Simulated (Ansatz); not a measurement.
## BBrH4SiSn, SMILES Br[B]1[SiH2][SnH2]1: energies of removing a hydrogen

Computed with Ansatz 0.2.0, Python API.

The script, `bde_bbrh4sisn.py`:
```python
"""Cost of removing each kind of hydrogen from BBrH4SiSn, fragments frozen."""

import ansatz as az

params = {
    "basis": "def2-SVPD",
    "functional": "PBE0",
}


def total_energy(molecule, charge=0, unpaired=0):
    calc = (
        molecule.calculation()
        .basis(gaussian=params["basis"])
        .functional(params["functional"])
        .accuracy("medium")
    )
    if charge:
        calc = calc.charge(charge)
    if unpaired:
        calc = calc.spin("collinear", total=unpaired)
    return calc.run(threads=1, backend="cpu").report["free_energy_ev"]

GEOMETRY = """
Br    0.97760   -0.40890    3.07670
B     0.34960   -0.07660    1.17180
Si   -0.09750    1.20020   -0.30590
Sn   -0.23620   -0.99160   -0.90310
H     1.13600    1.87410   -0.81860
H    -1.30760    1.96170   -0.04940
H     1.09290   -1.85410   -1.55970
H    -1.82250   -1.76180   -0.66750
"""

def without(molecule, index):
    rest = az.Crystal.molecule()
    for i, site in enumerate(molecule.cartesian_sites):
        if i != index:
            rest = rest.atom(site.symbol, site.position_ang)
    return rest

system = az.Crystal.molecule()
for line in GEOMETRY.strip().splitlines():
    symbol, *xyz = line.split()
    system = system.atom(symbol, [float(v) for v in xyz])

whole = total_energy(system, 0)
hydrogen = total_energy(az.Crystal.molecule().atom("H", (0, 0, 0)), 0, 1)
print(f"E(molecule) = {whole:.5f} eV, E(H) = {hydrogen:.5f} eV")
for index in [5, 7]:
    radical = total_energy(without(system, index), 0, 1)
    print(f"H{index}: homolysis {96.485332 * (radical + hydrogen - whole):.1f} kJ/mol")
    anion = total_energy(without(system, index), -1)
    print(f"H{index}: loss of a proton {96.485332 * (anion - whole):.1f} kJ/mol")
```

```console
$ python bde_bbrh4sisn.py
E(molecule) = -84470.65086 eV, E(H) = -13.61361 eV
H5: homolysis 281.9 kJ/mol
H5: loss of a proton 1404.0 kJ/mol
H7: homolysis 264.8 kJ/mol
H7: loss of a proton 1372.0 kJ/mol
```

Notes:
- The settings weren't tested for convergence.
- The geometry is a force-field or estimated start, not a minimum of this method, and the basis set is short of its limit. All parts are taken at fixed geometry, without zero-point energy.
- def2 sets replace the cores of elements past krypton by effective core potentials.
- The expectation value of S² is noticeably off S(S+1) in at least one run, so that state is spin-contaminated.
- The spin-orbit lowering of heavy atoms is left out.
- Finished in 79 s on 1 thread of Arm Neoverse V2 (shared host), peak memory 0.6 GiB.
